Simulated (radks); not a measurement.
# Fe in [Ar] 3d6 4s2: an all-electron calculation

The task here is to estimate one member of a computed series from the others.

The numbers are computed with radks (a radial shooting solver on a logarithmic mesh, Libxc functionals) version 1 (non-relativistic Kohn-Sham, PBEsol, spin-polarised, spherical densities, point nucleus; open shells are filled with parallel spins first), except any that are marked as measured or tabulated.

## What is computed

| Property | Result |
| --- | --- |
| element | iron (Z = 26) |
| charge | 0 |
| electrons | 26 |
| configuration | [Ar] 3d6 4s2 |

The outer shells:

Fe
```
[Ar] core
3d [↑↓][↑ ][↑ ][↑ ][↑ ]
4s [↑↓]
```

The first run:

The run's settings:

```text
Z 26
configuration [Ar] 3d6 4s2
relativity non-relativistic
functional pbe_sol,pbe_sol
spin polarised
nucleus point
```

Run with:

```sh
$ python run_ks.py task.json out
```

The same process makes all the runs of this session.

One table of the session follows, with a row left open; its other results are not shown here.

It belongs to the step «Orbitals and density». Radial moments (bohr):

```
  level      <r>  outermost maximum (interpolated)  90 % within  nodes
  1s up  0.05919                            0.0390        0.105      0
1s down        ?                                 ?            ?      ?
  2s up   0.2705                             0.225        0.419      1
2s down   0.2701                             0.225        0.418      1
  2p up   0.2371                             0.181        0.388      0
2p down   0.2366                             0.181        0.387      0
  3s up   0.8194                             0.708         1.23      2
3s down   0.8224                             0.709         1.23      2
  3p up   0.8603                             0.716         1.33      1
3p down   0.8659                             0.717         1.34      1
  3d up    1.104                             0.705         1.93      0
  4s up    2.939                              2.39         4.48      3
3d down    1.208                             0.716         2.18      0
4s down    3.136                              2.54         4.80      3
```

Estimate the missing values for 1s down.

As computed: <r>: 0.05918; outermost maximum (interpolated): 0.0390; 90 % within: 0.105; nodes: 0. In the column «<r>» it is the lowest.

To keep in mind: Open shells are spherical and high-spin; term and fine-structure splittings are not resolved.
